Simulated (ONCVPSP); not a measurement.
# An ONCV potential for W, from input to tests

Aim: build the potential from the settings below, then test how well it stands in for the atom: other configurations, scattering, ghost states and the plane-wave cutoff that it needs.

Method: ONCVPSP 4.0.1.1 (patched build), PBE, scalar-relativistic.

### Step 1. Starting point

Typed settings, in words:

- element: tungsten (W, Z = 74)
- type: optimised norm-conserving Vanderbilt (ONCV)
- frozen core: [Kr] 4d10 4f14
- valence charge: 14
- reference configuration: 5s2 5p6 5d4 6s2
- partial waves: 5s+6s: rc 1.90 bohr, ncon 3, nbas 6, qcut 7.5 1/bohr, 2 projectors; 5p: rc 1.40 bohr, ncon 4, nbas 8, qcut 4.8 1/bohr, 2 projectors, debl 0.7 Ha; 5d: rc 1.85 bohr, ncon 4, nbas 8, qcut 6 1/bohr, 2 projectors, debl 1.6 Ha
- local potential: polynomial inside 1.10 bohr (lpopt 5, dvloc0 0 Ha)
- core correction: Teter function fitted to the true core (icmod 2), fcfact 0.6

The outer shells as boxes (Hund's rule for the drawing; the calculation is spin-unpolarised):

```
[Kr] core
4d [↑↓][↑↓][↑↓][↑↓][↑↓]
4f [↑↓][↑↓][↑↓][↑↓][↑↓][↑↓][↑↓]
5s [↑↓]
5p [↑↓][↑↓][↑↓]
5d [↑ ][↑ ][↑ ][↑ ][  ]
6s [↑↓]
```

An earlier all-electron run gives the scale for the radii.

All-electron outer shells of the reference configuration (PBE, scalar-relativistic, ld1.x):

```
shell  level (eV)  outermost node (bohr)  outermost maximum (bohr)
   5s      -79.07                   0.53                      0.96
   5p      -43.20                   0.57                      1.09
   4f      -33.21                      –                      0.43
   6s       -5.71                   1.28                      2.67
   5d       -4.48                   0.63                      1.49
   6p       -1.36                   1.54                      3.75
```

### Step 2. The generation run

W.dat reads:

```
# ATOM AND REFERENCE CONFIGURATION
# atsym  z   nc   nv     iexc    psfile
  W 74.00   10    4        4      upf
#
#   n    l    f
    1    0    2.00
    2    0    2.00
    2    1    6.00
    3    0    2.00
    3    1    6.00
    3    2   10.00
    4    0    2.00
    4    1    6.00
    4    2   10.00
    4    3   14.00
    5    0    2.00
    5    1    6.00
    5    2    4.00
    6    0    2.00
#
# PSEUDOPOTENTIAL AND OPTIMIZATION
# lmax
    2
#
#   l,   rc,      ep,       ncon, nbas, qcut
    0    1.90    0.00    3    6    7.50
    1    1.40    0.00    4    8    4.80
    2    1.85    0.00    4    8    6.00
#
# LOCAL POTENTIAL
# lloc, lpopt,  rc(5),   dvloc0
    4    5    1.10    0.00
#
# VANDERBILT-KLEINMAN-BYLANDER PROJECTORs
# l, nproj, debl
    0    2    1.50
    1    2    0.70
    2    2    1.60
#
# MODEL CORE CHARGE
# icmod, fcfact, rcfact
    2    0.60    0.90
#
# LOG DERIVATIVE ANALYSIS
# epsh1, epsh2, depsh
   -4.00    5.00    0.02
#
# OUTPUT GRID
# rlmax, drl
    6.00    0.01
#
# TEST CONFIGURATIONS
# ncnf
    4
# nvcnf
#   n    l    f
    4
    5    0    2.00
    5    1    6.00
    5    2    4.00
    6    0    1.00
#
    4
    5    0    2.00
    5    1    6.00
    5    2    4.00
    6    0    0.00
#
    4
    5    0    2.00
    5    1    6.00
    5    2    3.00
    6    0    0.00
#
    4
    5    0    1.00
    5    1    6.00
    5    2    4.00
    6    0    2.00
#
```

On the command line:

```console
$ oncvpsp.x < W.dat > W.out
```

What does the calculation give? Wanted: cutoffs for 1 and 0.1 mHa per electron, occupied waves; bound ghosts; GHOST(+) flags; largest test error; largest phase difference near zero energy, channels read; rms error of d²Exc/dn², without and with the model core; projector energies reset by the program.

**Answer**, as computed:

```
                                                quantity                          value
  cutoffs for 1 and 0.1 mHa per electron, occupied waves               87 Ha and 106 Ha
                                            bound ghosts                     none found
                                          GHOST(+) flags                     s at 61 eV
                            largest test error (AE − PS)  -528 meV, for 5s1 5p6 5d4 6s2
largest phase difference near zero energy, channels read                      0.001 rad
 rms error of d²Exc/dn², without and with the model core              6.65 and 0.99 mHa
                 projector energies reset by the program            p: -1.588, 0.250 Ha
```

The worst unpolarised test, 5s1 5p6 5d4 6s2, is off by 528 meV on 85.4 eV; by total energies transferability rates as poor. That test lies far up in energy; among those under 40 eV, nearer to bonding, the largest error is 6.5 meV. By its cutoff, 87 Ha for the looser tolerance, it is very hard. At the looser tolerance the 5p wave is the slowest; 5s needs 17 Ha. The program's ghost test flags no bound state. Near zero energy the phases of the channels with partial waves agree within 0.001 rad. The pseudo curves have a pole with no partner nearby in the atom's: s at 2.22 Ha. At positive energy that is a spurious or a displaced resonance. The program also flags highly localised states, GHOST(+) (s). Note that the frozen 4f shell (-33 eV) lies higher than the valence 5s shell (-79 eV). All of this concerns the isolated atom, not yet a solid.
